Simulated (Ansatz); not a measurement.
# Ta: a slab and its surfaces, (111), 6 layers

Aim: cut a slab of Ta (111), 6 layers from the relaxed bulk, relax it, and get surface energy and work function. Methods of the runs shown: LAPW. Companion runs by PAW are cited. Its runs: bulk in the slab's orientation (LAPW); the reference run (LAPW); atoms relaxed (LAPW); field of 0.3 V/Å along the normal (LAPW); W in place of Ta in the outer layer (LAPW); W in place of Ta in the middle layer (LAPW).

Program: Ansatz 0.2.0. Level of theory: DFT, PBE, all-electron LAPW, scalar-relativistic. These are calculated values, not measurements.

1 further run of the same task is left out (it didn't finish).

## (1) The structure to begin with

Symmetry: Im-3m, No. 229, cubic system. Conventional cell: a = 3.320 Å, b = 3.320 Å, c = 3.320 Å, α = 90.00°, β = 90.00°, γ = 90.00°. Ta (site symmetry m-3m) is surrounded by 8 Ta at 2.87 Å.

Coordinates:

```
Ta
1.0
     0.00000    3.31955   -3.31955
    -3.31955    0.00000    3.31955
     1.65978    1.65978    1.65978
Ta
3
Direct
  0.00000 0.00000 0.00000
  0.33333 0.66667 0.33333
  0.66667 0.33333 0.66667
```

Atoms are numbered in the order of the input: Ta1, Ta2, Ta3.

## (2) Bulk in the slab's orientation, LAPW

Input file input.yaml:

```yaml
crystal:
  lattice:
    - [0.0, 3.3195547167, -3.3195547167]
    - [-3.3195547167, 0.0, 3.3195547167]
    - [1.6597773584, 1.6597773584, 1.6597773584]
  atoms:
    - { symbol: Ta, position: [0.0, 0.0, 0.0] }
    - { symbol: Ta, position: [0.333333333, 0.666666667, 0.333333333] }
    - { symbol: Ta, position: [0.666666667, 0.333333333, 0.666666667] }
kpoints:
  mp_grid: { grid: [9, 9, 13] }
scf:
  occupations: { method: fermi_dirac, width: 0.08 }
hamiltonian:
  xc: pbe
  pseudopotentials: { kind: all_electron, lapw: { basis_error: 0.001 } }
output:
  forces: true
  stress: true
  eigenvalues: true
```

Run with:

```sh
$ ansatz run input.yaml --threads 2 --pin off --max-ram 4096MiB --backend cpu --events-out ev --progress --plain --runs-dir out
```

The log of the run (excerpt; [...] marks lines left out):

```text
LAPW: plane waves up to 8.232 Å⁻¹, error target 1.0e-3 eV per atom; small_component_spin mean_spin; Ta in spheres of 1.437 Å, 37 of its electrons in bands, Dirac shells []
[...]
Pseudopotentials: kind: all_electron
Pseudopotential: Ta, LAPW, valence charge 37, Koelling and Harmon's equation, gaussian nucleus
Functional definition: PBE
[...]
Crystal: 3 atoms, lattice volume = 54.869 Å³
Basis set: ecut = 258.18822393515694 eV, 511 PW (Γ), exchange–correlation at level 2
Bands: 67, of which v1, the nominal top of the filled ones, is band 56 counted from 1 (55 counted from 0)
Symmetry: 36 space group operations
Space group: Im-3m (ITA 229), of the structure as read, at distance tolerance 3.8e-5 Å
k-points: 126 of 1053
[...]
SCF iter   1: F=—  HF=-1273707.781960 eV  |F-HF|=—  |Δ(HF+E_count)|=         —  Δρ=2.61e-2  dr2=2.50e-1  ethr=2.24e-4  ⟨swp⟩=2.7  Hψ=52251  notcnv=0
[...]
the basis was enlarged: its passes take 495.3 KiB over the memory plan, 2 of 2 planned eigensolver slots
[...]
SCF iter   8: F=-1273707.358952 eV  HF=-1273707.358952 eV  |F-HF|=3.73e-9  |Δ(HF+E_count)|=   1.57e-7  Δρ=5.51e-6  dr2=5.39e-9  ethr=7.83e-10  ⟨swp⟩=2.3  Hψ=25309  notcnv=0
[...]
SCF converged after 8 iterations
Free energy (F): -1273707.358952 eV
[...]
E sigma→0 (E₀):  -1273707.317012 eV
Entropy (-TS):   -0.083880 eV (-27.960 meV/atom)
Fermi energy:    24.390703 eV
[...]
--- Forces (eV/Å), atoms counted from 1 ---
  atom   1  Ta     0.00000000     0.00000000     0.00000000
  atom   2  Ta     0.00000000     0.00000000     0.00000000
  atom   3  Ta     0.00000000    -0.00000000    -0.00000000
[...]
--- Stress (GPa, compression-positive) ---
       -0.000639       0.026871       0.026871
        0.026871      -0.000639       0.026871
        0.026871       0.026871      -0.000639
  P = ⅓ Tr σ = -0.0006 GPa (-0.006 kbar)
--- Band table (eV; the first three rows and the last of 126) ---
[...]
```

It took 27 s on 2 threads of Intel Xeon 6975P-C (Granite Rapids), shared host; peak memory 0.97 GiB.

Read from it: pressure 0.00 GPa; no gap.

## (3) The slab as cut

The slab cell holds 6 atoms: a = 4.695 Å, b = 4.695 Å, c = 20.791 Å, α = 90.00°, β = 90.00°, γ = 120.00°.

## (4) Slab as cut, LAPW

Input file input.yaml:

```yaml
crystal:
  lattice:
    - [4.6945593014, 0.0, 0.0]
    - [-2.3472796507, 4.0656076146, 0.0]
    - [0.0, 0.0, 20.7914]
  atoms:
    - { symbol: Ta, position: [0.1666666665, 0.3333333335, 0.3847753271] }
    - { symbol: Ta, position: [0.5000000005, 0.9999999995, 0.4308651962] }
    - { symbol: Ta, position: [0.8333333335, 0.6666666665, 0.4769550653] }
    - { symbol: Ta, position: [0.1666666665, 0.3333333335, 0.5230449343] }
    - { symbol: Ta, position: [0.5000000005, 0.9999999995, 0.5691348038] }
    - { symbol: Ta, position: [0.8333333335, 0.6666666665, 0.6152246729] }
kpoints:
  mp_grid: { grid: [9, 9, 1] }
scf:
  occupations: { method: fermi_dirac, width: 0.08 }
hamiltonian:
  xc: pbe
  pseudopotentials: { kind: all_electron, lapw: { basis_error: 0.001 } }
output:
  forces: true
  stress: true
  eigenvalues: true
  populations: true
  dos: { projected: true, de: 0.2, e_range: [-14, 8] }
efield:
  axis: 3
  amplitude: 0
  dipole_correction: true
```

Run with:

```sh
$ ansatz run input.yaml --threads 2 --pin off --max-ram 4096MiB --backend cpu --events-out ev --progress --plain --runs-dir out
```

The log of the run:

```text
Ta: projections on atomic orbitals take those of the free atom 1s2 2s2 2p6 3s2 3p6 3d10 4s2 4p6 4d10 4f14 5s2 5p6 5d3 6s2, of charge +0.00 (hamiltonian.pseudopotentials.projection_atoms)
LAPW: plane waves up to 8.232 Å⁻¹, error target 1.0e-3 eV per atom; small_component_spin mean_spin; Ta in spheres of 1.437 Å, 37 of its electrons in bands, Dirac shells []
Engine: ansatz 0.2.0
[... 3 set-up lines as earlier in the session ...]
  parameter kappa = 0.804
  parameter beta = 0.06672455060314922
  exchange = pbe_x(kappa = kappa, mu = beta*pi^2/3)
  correlation = pbe_c(beta = beta)
Crystal: 6 atoms, lattice volume = 396.830 Å³
Basis set: ecut = 258.1882246024777 eV, 3727 PW (Γ), exchange–correlation at level 2
Bands: 134, of which v1, the nominal top of the filled ones, is band 111 counted from 1 (110 counted from 0)
Symmetry: 6 space group operations
k-points: 12 of 81 (time reversal used)
Non-local potential: Ta, projectors of the file, none
Initial density: superposition of atomic densities (neutral atoms: chi_scale 0, normalization atom)
Initial wavefunctions: plane waves of lowest kinetic energy (no species holds an atomic orbital)
Functional: x = pbe(κ = 0.804, μ = 0.2195149727645171), c = pbe(β = 0.06672455060314922)
iter 1 solved again at ethr=2.02e-2 eV; its pass at ethr=1.00e-1 eV (dr2=4.48e1 eV) is discarded
SCF iter   1: F=—  HF=-2547413.421008 eV  |F-HF|=—  |Δ(HF+E_count)|=         —  Δρ=3.28e-2  dr2=4.48e1  ethr=2.02e-2  p=-0.000 e·Å  D=-3.47e-14 V/Å  ΔV_dip=0.00 eV  dr2_dipole=1.12e-15  V_vac-E_F(+/−)=6.74/6.74 eV  ⟨swp⟩=2.0  Hψ=9902  notcnv=0
efield: sawtooth ramp at fractional position 0.9500 (placed from the atoms, in the widest stretch of the axis that holds none; the zero of the levels goes with the place), width 0.1000; the density the first Hamiltonian is built on has a dipole p = -0.000 e·Å; the dipole correction subtracts the counter field D = -1.02e-13 V/Å, which shifts the + side's vacuum level by +0.00 eV against the − side's; the planar-averaged density in the ramp window peaks in size at 7.1e-7 e/Å³
preconditioner: auto → LDOS  [metal: Δε(μ)=0.017 eV  Ē_g=22.586 eV  σ=0.080 eV  W_gap=0.05  n_scr=94 (ndim 8)  ℏωp=22.8 eV  f_vac=0.640  D(μ)=7.83/eV (n_scr^D=54)  β→1.0]
SCF iter   2: F=—  HF=-2547412.048862 eV  |F-HF|=—  |Δ(HF+E_count)|=    1.37e0  Δρ=4.08e-2  dr2=6.83e1  ethr=2.02e-2  p=-0.000 e·Å  D=-1.59e-9 V/Å  ΔV_dip=0.00 eV  dr2_dipole=5.20e-8  V_vac-E_F(+/−)=1.68/1.68 eV  ⟨swp⟩=3.0  Hψ=5105  notcnv=0
iter 3 solved again at ethr=1.68e-4 eV; its pass at ethr=2.02e-2 eV (dr2=3.72e-1 eV) is discarded
SCF iter   3: F=—  HF=-2547407.406419 eV  |F-HF|=—  |Δ(HF+E_count)|=    4.64e0  Δρ=8.88e-3  dr2=3.72e-1  ethr=1.68e-4  p=-0.000 e·Å  D=-4.06e-6 V/Å  ΔV_dip=0.00 eV  dr2_dipole=3.99e-10  V_vac-E_F(+/−)=3.82/3.82 eV  ⟨swp⟩=2.0  Hψ=8102  notcnv=0
SCF iter   4: F=—  HF=-2547407.411965 eV  |F-HF|=—  |Δ(HF+E_count)|=         —  Δρ=2.84e-3  dr2=4.99e-2  ethr=1.67e-4  p=0.000 e·Å  D=1.37e-6 V/Å  ΔV_dip=-0.00 eV  dr2_dipole=1.19e-11  V_vac-E_F(+/−)=3.55/3.55 eV  ⟨swp⟩=3.0  Hψ=5195  notcnv=0
the basis was enlarged: its passes take 2.3 MiB over the memory plan, 2 of 2 planned eigensolver slots
SCF iter   5: F=—  HF=-2547407.401188 eV  |F-HF|=—  |Δ(HF+E_count)|=   1.08e-2  Δρ=1.27e-3  dr2=7.82e-3  ethr=2.25e-5  p=0.000 e·Å  D=6.00e-7 V/Å  ΔV_dip=-0.00 eV  dr2_dipole=2.87e-12  V_vac-E_F(+/−)=3.49/3.49 eV  ⟨swp⟩=3.0  Hψ=4899  notcnv=0
SCF iter   6: F=—  HF=-2547407.401294 eV  |F-HF|=—  |Δ(HF+E_count)|=   1.06e-4  Δρ=6.55e-4  dr2=3.89e-3  ethr=3.52e-6  p=0.000 e·Å  D=1.04e-6 V/Å  ΔV_dip=-0.00 eV  dr2_dipole=1.86e-11  V_vac-E_F(+/−)=3.45/3.45 eV  ⟨swp⟩=2.9  Hψ=4862  notcnv=0
SCF iter   7: F=—  HF=-2547407.401202 eV  |F-HF|=—  |Δ(HF+E_count)|=   9.21e-5  Δρ=2.30e-4  dr2=2.62e-4  ethr=1.75e-6  p=0.000 e·Å  D=8.52e-7 V/Å  ΔV_dip=-0.00 eV  dr2_dipole=4.70e-12  V_vac-E_F(+/−)=3.44/3.44 eV  ⟨swp⟩=2.9  Hψ=4843  notcnv=0
SCF iter   8: F=—  HF=-2547407.401387 eV  |F-HF|=—  |Δ(HF+E_count)|=   1.85e-4  Δρ=7.50e-5  dr2=2.10e-5  ethr=1.18e-7  p=0.000 e·Å  D=3.92e-7 V/Å  ΔV_dip=-0.00 eV  dr2_dipole=2.02e-13  V_vac-E_F(+/−)=3.43/3.43 eV  ⟨swp⟩=3.0  Hψ=4936  notcnv=0
SCF iter   9: F=—  HF=-2547407.401420 eV  |F-HF|=—  |Δ(HF+E_count)|=   3.37e-5  Δρ=1.93e-5  dr2=1.84e-6  ethr=9.45e-9  p=0.000 e·Å  D=5.07e-8 V/Å  ΔV_dip=-0.00 eV  dr2_dipole=1.63e-13  V_vac-E_F(+/−)=3.43/3.43 eV  ⟨swp⟩=3.0  Hψ=5004  notcnv=0
SCF iter  10: F=—  HF=-2547407.401422 eV  |F-HF|=—  |Δ(HF+E_count)|=   1.07e-6  Δρ=6.75e-6  dr2=9.38e-7  ethr=8.28e-10  p=-0.000 e·Å  D=-1.28e-8 V/Å  ΔV_dip=0.00 eV  dr2_dipole=6.77e-14  V_vac-E_F(+/−)=3.43/3.43 eV  ⟨swp⟩=3.0  Hψ=4993  notcnv=0
SCF iter  11: F=-2547407.401422 eV  HF=-2547407.401422 eV  |F-HF|=2.51e-8  |Δ(HF+E_count)|=   1.96e-7  Δρ=2.55e-6  dr2=5.51e-8  ethr=4.22e-10  p=-0.000 e·Å  D=-8.46e-9 V/Å  ΔV_dip=0.00 eV  dr2_dipole=7.01e-16  V_vac-E_F(+/−)=3.43/3.43 eV  ⟨swp⟩=3.0  Hψ=4905  notcnv=0
SCF 1 converged in 11 iterations: F = -2547407.401422 eV  dr2 = 5.51e-8
SCF converged after 11 iterations
Free energy (F): -2547407.401422 eV
Harris-Foulkes:  -2547407.401422 eV  (|F-HF|=2.51e-8)
Internal energy: -2547407.212731 eV  (E = F + TS)
E sigma→0 (E₀):  -2547407.307076 eV
Entropy (-TS):   -0.188691 eV (-31.449 meV/atom)
Fermi energy:    4.427026 eV
Dipole field:    D = -0.000000 V/Å  (p = -0.000000 e·Å, saw-weighted, corrected)
Work function:   Φ+ = 3.4339 eV   Φ− = 3.4339 eV
Levels:          The Fermi level and band energies are counted from a zero that moves with the ramp; work functions are not
--- Per-component energies (eV) ---
  E_band       = -15741.475241
  E_kinetic    = 2843568.859257
  E_xc         = -51728.715365
  E_efield     = 0.000000  (sawtooth field / dipole correction)
  E_electrostatic = -5339247.356623  (all electrons and nuclei)
  E_smearing   = -0.188691  (= −TS)
  E_closure    = 0.000000  (closes the sum)
  E_atoms      = -2547356.217339  (free atoms, spherical and without spin; not in F)
  Σ components = -2547407.401422   (vs F -2547407.401422, Δ=0.00e0)
  Basis errors (estimates in eV, not in F): energy 3.8e-4 per atom: plane waves 3.4e-4 (1.9e-4 summed), levels above the bands 9.0e-32, relativity 8.6e-8, radial functions 4.5e-5, core shells 1.1e-6; eigenvalues (radial functions only) 6.0e-7; not estimated: angular momenta, meshes, grids; target (lapw.basis_error) 1.0e-3; muffin-tin radii Ta 1.437 Å
--- Forces (eV/Å), atoms counted from 1 ---
  atom   1  Ta     0.00000000     0.00000000     2.20048746
  atom   2  Ta     0.00000000    -0.00000000     0.53901432
  atom   3  Ta    -0.00000000    -0.00000000    -0.35096837
  atom   4  Ta     0.00000000     0.00000000     0.35096852
  atom   5  Ta    -0.00000000     0.00000000    -0.53901406
  atom   6  Ta    -0.00000000    -0.00000000    -2.20048796
  max |Σ_I F_I| component: 8.65e-8 eV/Å
--- Stress (GPa, compression-positive) ---
       -4.041585       0.000000      -0.000000
        0.000000      -4.041585      -0.000000
       -0.000000       0.000000      -4.744769
  P = ⅓ Tr σ = -4.2760 GPa (-42.760 kbar)
--- Band table (eV; the first three rows and the last of 12) ---
  k-point 0: bands = ["-212.6063", "-212.6063", "-212.6036", "-212.6036", "-212.6036", "-212.6036", "-212.5408", "-212.5408", "-212.5408", "-212.5408", "-212.1133", "-212.1133", "-212.1133", "-212.1133", "-212.1107", "-212.1107", "-212.0812", "-212.0812", "-212.0812", "-212.0812", "-211.7799", "-211.7799", "-211.7799", "-211.7799", "-211.7679", "-211.7679", "-211.7421", "-211.7421", "-211.7421", "-211.7421", "-63.5539", "-63.5531", "-63.1506", "-63.0799", "-62.7728", "-62.7509", "-30.2760", "-30.2380", "-30.0304", "-30.0304", "-30.0227", "-30.0227", "-29.8836", "-29.8836", "-29.6126", "-29.5885", "-29.5885", "-29.5547", "-29.5023", "-29.1622", "-29.1622", "-29.1348", "-29.0630", "-29.0630", "-15.4830", "-15.4825", "-15.4751", "-15.4751", "-15.4750", "-15.4750", "-15.4492", "-15.4492", "-15.4492", "-15.4492", "-15.3821", "-15.3821", "-15.3806", "-15.3806", "-14.9931", "-14.9908", "-14.9908", "-14.9895", "-14.9872", "-14.9872", "-14.9743", "-14.9723", "-14.9707", "-14.9707", "-14.9620", "-14.9620", "-14.9402", "-14.9327", "-14.6605", "-14.6521", "-14.6521", "-14.6446", "-14.6446", "-14.6409", "-14.6345", "-14.6345", "-14.6315", "-14.6315", "-14.6106", "-14.6105", "-14.6069", "-14.6030", "-2.5615", "-0.1966", "1.2856", "1.2856", "2.2002", "2.7159", "2.7159", "2.7673", "3.2064", "3.2064", "3.3717", "3.5682", "3.5682", "4.0795", "4.0795", "4.4355", "4.4355", "4.4777", "4.5900", "6.6490", "6.6490", "6.6653", "6.7478", "6.7478", "7.1467", "7.7897", "8.0042", "8.0042", "8.0149", "8.5545", "8.5545", "8.8834", "8.8834", "9.1562", "9.5570", "9.5570", "9.8199", "11.2124"]
  k-point 1: bands = ["-212.6063", "-212.6063", "-212.6036", "-212.6036", "-212.6036", "-212.6036", "-212.5408", "-212.5408", "-212.5408", "-212.5408", "-212.1133", "-212.1133", "-212.1133", "-212.1133", "-212.1107", "-212.1107", "-212.0812", "-212.0812", "-212.0812", "-212.0812", "-211.7799", "-211.7799", "-211.7799", "-211.7799", "-211.7679", "-211.7679", "-211.7421", "-211.7421", "-211.7421", "-211.7421", "-63.5537", "-63.5530", "-63.1484", "-63.0815", "-62.7734", "-62.7514", "-30.2796", "-30.2413", "-30.0524", "-30.0429", "-30.0253", "-30.0200", "-29.8772", "-29.8661", "-29.6634", "-29.5735", "-29.5606", "-29.5397", "-29.4780", "-29.1630", "-29.1587", "-29.1294", "-29.0856", "-29.0623", "-15.4829", "-15.4825", "-15.4751", "-15.4751", "-15.4750", "-15.4750", "-15.4492", "-15.4492", "-15.4492", "-15.4492", "-15.3821", "-15.3821", "-15.3806", "-15.3806", "-14.9936", "-14.9917", "-14.9908", "-14.9887", "-14.9871", "-14.9860", "-14.9760", "-14.9719", "-14.9709", "-14.9682", "-14.9627", "-14.9619", "-14.9408", "-14.9333", "-14.6605", "-14.6522", "-14.6521", "-14.6447", "-14.6447", "-14.6408", "-14.6346", "-14.6345", "-14.6315", "-14.6315", "-14.6108", "-14.6106", "-14.6069", "-14.6032", "-2.3967", "-0.1074", "1.3201", "1.3870", "2.0286", "2.3836", "2.7119", "2.7553", "3.1034", "3.2319", "3.5384", "3.6411", "3.6817", "4.0596", "4.1234", "4.4924", "4.5343", "4.6568", "4.7057", "6.4885", "6.5739", "6.5997", "6.7003", "6.7279", "7.2132", "7.7627", "7.8704", "7.9712", "8.0948", "8.4442", "8.4495", "8.7083", "8.7190", "9.0954", "9.3557", "9.5442", "9.8476", "11.1460"]
  k-point 2: bands = ["-212.6063", "-212.6063", "-212.6036", "-212.6036", "-212.6036", "-212.6036", "-212.5408", "-212.5408", "-212.5408", "-212.5408", "-212.1133", "-212.1133", "-212.1133", "-212.1133", "-212.1107", "-212.1107", "-212.0812", "-212.0812", "-212.0812", "-212.0812", "-211.7799", "-211.7799", "-211.7799", "-211.7799", "-211.7679", "-211.7679", "-211.7421", "-211.7421", "-211.7421", "-211.7421", "-63.5532", "-63.5526", "-63.1422", "-63.0861", "-62.7749", "-62.7525", "-30.2898", "-30.2510", "-30.0952", "-30.0479", "-30.0357", "-30.0181", "-29.8670", "-29.8558", "-29.6781", "-29.5712", "-29.5387", "-29.5241", "-29.4132", "-29.1721", "-29.1494", "-29.1330", "-29.1174", "-29.0609", "-15.4828", "-15.4824", "-15.4752", "-15.4751", "-15.4750", "-15.4750", "-15.4494", "-15.4494", "-15.4493", "-15.4492", "-15.3820", "-15.3819", "-15.3807", "-15.3807", "-14.9946", "-14.9927", "-14.9907", "-14.9876", "-14.9868", "-14.9834", "-14.9783", "-14.9724", "-14.9699", "-14.9655", "-14.9629", "-14.9613", "-14.9426", "-14.9351", "-14.6604", "-14.6522", "-14.6521", "-14.6448", "-14.6448", "-14.6407", "-14.6348", "-14.6346", "-14.6317", "-14.6316", "-14.6113", "-14.6109", "-14.6071", "-14.6035", "-1.9219", "0.1442", "1.3396", "1.6826", "1.7706", "1.8938", "2.6522", "2.7331", "2.8615", "3.2954", "3.6134", "3.7281", "3.7742", "4.1941", "4.3290", "4.6081", "4.6967", "4.8584", "5.2253", "5.9429", "6.3092", "6.4140", "6.7222", "6.7649", "7.2592", "7.2835", "7.5978", "8.0007", "8.0452", "8.2204", "8.3700", "8.6108", "8.7544", "8.8439", "9.2752", "9.4752", "9.8833", "10.2579"]
  k-point 11: bands = ["-212.6063", "-212.6063", "-212.6036", "-212.6036", "-212.6036", "-212.6036", "-212.5408", "-212.5408", "-212.5408", "-212.5408", "-212.1133", "-212.1133", "-212.1133", "-212.1133", "-212.1107", "-212.1107", "-212.0812", "-212.0812", "-212.0812", "-212.0812", "-211.7799", "-211.7799", "-211.7799", "-211.7799", "-211.7679", "-211.7679", "-211.7421", "-211.7421", "-211.7421", "-211.7421", "-63.5519", "-63.5519", "-63.1121", "-63.1121", "-62.7787", "-62.7553", "-30.3030", "-30.3030", "-30.0753", "-30.0753", "-30.0116", "-29.9869", "-29.9678", "-29.7923", "-29.7923", "-29.5500", "-29.5500", "-29.3937", "-29.3771", "-29.1606", "-29.1606", "-29.1168", "-29.1168", "-29.0832", "-15.4824", "-15.4824", "-15.4752", "-15.4752", "-15.4751", "-15.4749", "-15.4497", "-15.4497", "-15.4494", "-15.4494", "-15.3818", "-15.3818", "-15.3807", "-15.3807", "-14.9950", "-14.9950", "-14.9880", "-14.9869", "-14.9850", "-14.9850", "-14.9746", "-14.9746", "-14.9709", "-14.9669", "-14.9556", "-14.9556", "-14.9456", "-14.9456", "-14.6601", "-14.6522", "-14.6522", "-14.6452", "-14.6452", "-14.6403", "-14.6350", "-14.6350", "-14.6318", "-14.6318", "-14.6125", "-14.6117", "-14.6077", "-14.6040", "0.4415", "0.4415", "0.5648", "1.4202", "1.6856", "1.6856", "2.9335", "2.9335", "3.3609", "3.6298", "3.6298", "3.7835", "3.8093", "4.2867", "4.2867", "4.3763", "4.3763", "4.6137", "5.7089", "5.7197", "5.7197", "5.8230", "6.0575", "6.0575", "6.8314", "6.8314", "7.4613", "7.5432", "8.0943", "8.0943", "8.6192", "8.6192", "8.8240", "9.8182", "9.8878", "9.8878", "10.1254", "10.1401"]
--- Löwdin populations: 6 sites ---
  site symbol       q [e]
     0     Ta     72.9594
     1     Ta     73.0183
     2     Ta     72.7840
     3     Ta     72.7840
     4     Ta     73.0183
     5     Ta     72.9594
  spilling = 0.001088 (of n_electrons = 438.000000)
```

It took 92 s on 2 threads of Intel Xeon 6975P-C (Granite Rapids), shared host; peak memory 1.3 GiB.

Result: no gap; largest force 2.200 eV/Å; work function 3.43 eV.

[end of part 1 of 2]
